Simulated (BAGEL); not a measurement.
**B2SiH5F (SMILES B[SiH2]BF) at B3LYP/6-31G(d) (density fitting with qzvpp-jkfit, spherical functions)**

Aim: the energy change on altering one bond length of B2SiH5F at B3LYP/6-31G* (density fitting with qzvpp-jkfit, spherical functions), from 2 runs. 

Program for the calculation: BAGEL 1.2.2.

2 further runs of the same task are left out: 2 set aside as unsound or not needed.

## 1. The molecule

The species is B2SiH5F (9 atoms), meant as a singlet with charge 0. SMILES: `B[SiH2]BF`. Geometry: relaxed at GFN2-xTB. This is one conformer, not always the lowest.

Bond lengths: B1–Si2 1.953 Å, Si2–B3 1.984 Å, B3–F4 1.318 Å, B1–H5 1.171 Å, B1–H6 1.170 Å, Si2–H7 1.478 Å, Si2–H8 1.478 Å, B3–H9 1.179 Å. Some angles: B1–Si2–B3 105.2°, Si2–B3–F4 119.4°, B1–Si2–H7 114.5°, B1–Si2–H8 114.8°, B3–Si2–H7 110.1°, B3–Si2–H8 109.9°, Si2–B1–H5 121.4°, Si2–B1–H6 121.6°, Si2–B3–H9 126.6°, F4–B3–H9 113.9°.

## 2. A single-point energy at B3LYP/6-31G(d) (density fitting with qzvpp-jkfit, spherical functions)

Contents of input.json:

```json
{ "bagel" : [

{
  "title" : "molecule",
  "basis" : "6-31gs.json",
  "df_basis" : "qzvpp-jkfit",
  "angstrom" : true,
  "geometry" : [
    { "atom" : "B", "xyz" : [      -0.964080,       1.319810,       0.009850 ] },
    { "atom" : "Si", "xyz" : [       0.695180,       0.310200,      -0.193090 ] },
    { "atom" : "B", "xyz" : [       0.220770,      -1.565380,       0.246580 ] },
    { "atom" : "F", "xyz" : [      -0.490240,      -2.270120,      -0.610130 ] },
    { "atom" : "H", "xyz" : [      -1.332200,       1.683980,       1.060410 ] },
    { "atom" : "H", "xyz" : [      -1.680900,       1.508430,      -0.894960 ] },
    { "atom" : "H", "xyz" : [       1.294080,       0.379250,      -1.542630 ] },
    { "atom" : "H", "xyz" : [       1.807010,       0.763830,       0.667760 ] },
    { "atom" : "H", "xyz" : [       0.450370,      -2.130000,       1.256210 ] }
  ]
},

{ "title" : "ks", "xc_func" : "b3lyp" },

{ "title" : "print", "file" : "orbitals.molden", "orbitals" : true }

]}
```

The basis set 6-31G* is read from a file made from the Basis Set Exchange's data (not shown).

The run is started by

```
BAGEL_NUM_THREADS=1 BAGEL input.json > input.out
```

Standard output:

```text
* using 1 threads per process

  ===============================================================
  ===============================================================

  *** Geometry ***

  { "atom" : "B", "xyz" : [     -1.821847,      2.494079,      0.018614 ] },
  { "atom" : "Si", "xyz" : [      1.313700,      0.586193,     -0.364887 ] },
  { "atom" : "B", "xyz" : [      0.417195,     -2.958139,      0.465969 ] },
  { "atom" : "F", "xyz" : [     -0.926419,     -4.289905,     -1.152979 ] },
  { "atom" : "H", "xyz" : [     -2.517493,      3.182261,      2.003884 ] },
  { "atom" : "H", "xyz" : [     -3.176441,      2.850520,     -1.691229 ] },
  { "atom" : "H", "xyz" : [      2.445457,      0.716679,     -2.915148 ] },
  { "atom" : "H", "xyz" : [      3.414754,      1.443430,      1.261884 ] },
  { "atom" : "H", "xyz" : [      0.851076,     -4.025117,      2.373893 ] },

  Number of auxiliary basis functions:      445

  Since a DF basis is specified, we compute 2- and 3-index integrals:
    o Being stored without compression. Storage requirement is 0.017 GB

  Number of basis functions:       70
  Number of electrons      :       38

    * METHOD: MOLECULE                             0.48

  *** Kohn-Sham DFT ***

    * Removing 15920 points whose weight is below 1.00e-10
    * Grid points: 118234

  === Nuclear Repulsion ===
   129.0067475145

       - DIIS with orbital gradients will be used.

  === KS iteration (b3lyp / 6-31gs.json) ===
      0       -416.06819732          0.11919441           0.71
      1       -389.16056769          0.14757312           0.66
      2       -347.22308948          0.23009336           0.69
      3       -426.53301323          0.12051004           0.76
      4       -439.26207178          0.07370212           0.71
      5       -441.68661200          0.02850976           0.67
      6       -441.98664486          0.00917063           0.56
      7       -442.02793659          0.00259720           0.61
      8       -442.03073556          0.00055216           0.72
      9       -442.03083426          0.00020759           0.68
     10       -442.03085373          0.00004914           0.68
     11       -442.03085455          0.00001888           0.74
     12       -442.03085469          0.00000506           0.74
     13       -442.03085470          0.00000136           0.68
     14       -442.03085470          0.00000041           0.78
     15       -442.03085470          0.00000024           0.65
     16       -442.03085470          0.00000009           0.64
     17       -442.03085470          0.00000004           0.64
     18       -442.03085470          0.00000001           0.78
     19       -442.03085470          0.00000000           0.75
    * SCF iteration converged.

    * Permanent dipole moment:
           (    0.042283,    -0.086423,    -0.137887) a.u.

    * METHOD: KS                                  15.35

    * METHOD: PRINT                                0.01

  ===============================================================
```

It took 17 s on 1 thread of Intel Xeon at 2.50GHz (Skylake/Cascade Lake), shared host; peak memory 0.4 GiB.

## 3. The distorted shape, same level

Contents of calc.json:

```json
{ "bagel": [

{
  "title": "molecule",
  "basis": "6-31gs.json",
  "df_basis": "qzvpp-jkfit",
  "angstrom": true,
  "geometry": [
    { "atom": "B", "xyz": [      -1.520032,       1.092980,      -0.420603 ] },
    { "atom": "Si", "xyz": [       0.139228,       0.083370,      -0.623543 ] },
    { "atom": "B", "xyz": [      -0.335182,      -1.792210,      -0.183873 ] },
    { "atom": "F", "xyz": [      -1.046192,      -2.496950,      -1.040583 ] },
    { "atom": "H", "xyz": [      -1.888152,       1.457150,       0.629957 ] },
    { "atom": "H", "xyz": [      -2.236852,       1.281600,      -1.325413 ] },
    { "atom": "H", "xyz": [       0.738128,       0.152420,      -1.973083 ] },
    { "atom": "H", "xyz": [       1.807010,       0.763830,       0.667760 ] },
    { "atom": "H", "xyz": [      -0.105582,      -2.356830,       0.825757 ] }
  ]
},

{
  "title": "ks",
  "xc_func": "b3lyp"
},

{
  "title": "print",
  "file": "orbitals.molden",
  "orbitals": true
}

]}
```

The basis set 6-31G* is read from a file made from the Basis Set Exchange's data (not shown).

The run is started by

```
BAGEL_NUM_THREADS=1 BAGEL calc.json > calc.out
```

Standard output:

```text
* using 1 threads per process

  ===============================================================
  ===============================================================

  *** Geometry ***

  { "atom" : "B", "xyz" : [     -2.872444,      2.065433,     -0.794824 ] },
  { "atom" : "Si", "xyz" : [      0.263103,      0.157546,     -1.178325 ] },
  { "atom" : "B", "xyz" : [     -0.633402,     -3.386786,     -0.347470 ] },
  { "atom" : "F", "xyz" : [     -1.977016,     -4.718552,     -1.966417 ] },
  { "atom" : "H", "xyz" : [     -3.568090,      2.753614,      1.190446 ] },
  { "atom" : "H", "xyz" : [     -4.227038,      2.421873,     -2.504668 ] },
  { "atom" : "H", "xyz" : [      1.394860,      0.288032,     -3.728586 ] },
  { "atom" : "H", "xyz" : [      3.414754,      1.443430,      1.261884 ] },
  { "atom" : "H", "xyz" : [     -0.199521,     -4.453763,      1.560455 ] },

  Number of auxiliary basis functions:      445

  Since a DF basis is specified, we compute 2- and 3-index integrals:
    o Being stored without compression. Storage requirement is 0.017 GB

  Number of basis functions:       70
  Number of electrons      :       38

    * METHOD: MOLECULE                             0.39

  *** Kohn-Sham DFT ***

    * Removing 15390 points whose weight is below 1.00e-10
    * Grid points: 118764

  === Nuclear Repulsion ===
   126.7464486295

       - DIIS with orbital gradients will be used.

  === KS iteration (b3lyp / 6-31gs.json) ===
      0       -415.57566568          0.11923489           0.48
      1       -389.75098857          0.13032427           0.58
      2       -347.51247826          0.23030781           0.58
      3       -422.08134811          0.13008754           0.60
      4       -434.83510233          0.07464993           0.61
      5       -441.13035370          0.04232699           0.62
      6       -439.28675205          0.06446469           0.57
      7       -438.56569411          0.08927598           0.61
      8       -441.85921557          0.01542989           0.61
      9       -441.93294939          0.00895476           0.59
     10       -441.96270131          0.00181330           0.65
     11       -441.96446951          0.00072914           0.66
     12       -441.96479718          0.00015122           0.59
     13       -441.96480744          0.00005224           0.65
     14       -441.96480864          0.00001802           0.64
     15       -441.96480877          0.00000473           0.65
     16       -441.96480878          0.00000203           0.60
     17       -441.96480879          0.00000104           0.63
     18       -441.96480879          0.00000067           0.58
     19       -441.96480879          0.00000013           0.58
     20       -441.96480879          0.00000010           0.65
     21       -441.96480879          0.00000002           0.66
     22       -441.96480879          0.00000001           0.61
    * SCF iteration converged.

    * Permanent dipole moment:
           (    0.394262,     0.063031,     0.138284) a.u.

    * METHOD: KS                                  15.40

    * METHOD: PRINT                                0.01

  ===============================================================
```

It took 16 s on 1 thread of Intel Xeon at 2.50GHz (Skylake/Cascade Lake), shared host; peak memory 0.4 GiB.

## 4. Outcome

At B3LYP/6-31G* (density fitting with qzvpp-jkfit, spherical functions):

| quantity | value |
| --- | --- |
| first shape: total energy | -442.03085 Eh |
| first shape: dipole moment | 0.43 D |
| first shape: HOMO energy | -7.61 eV |
| first shape: LUMO energy | -2.63 eV |
| first shape: HOMO–LUMO gap | 4.98 eV |
| distorted shape: total energy | -441.96481 Eh |
| distorted shape: dipole moment | 1.07 D |
| distorted shape: HOMO energy | -7.48 eV |
| distorted shape: LUMO energy | -3.01 eV |
| distorted shape: HOMO–LUMO gap | 4.46 eV |
| energy change with the Si2–H8 bond stretched from 1.478 to 2.216 Å | 1.797 eV |

In words: With the Si2–H8 bond stretched from 1.478 to 2.216 Å the energy rises by 1.80 eV (173 kJ/mol). The first shape isn't relaxed at this level, so the change isn't measured from a minimum.
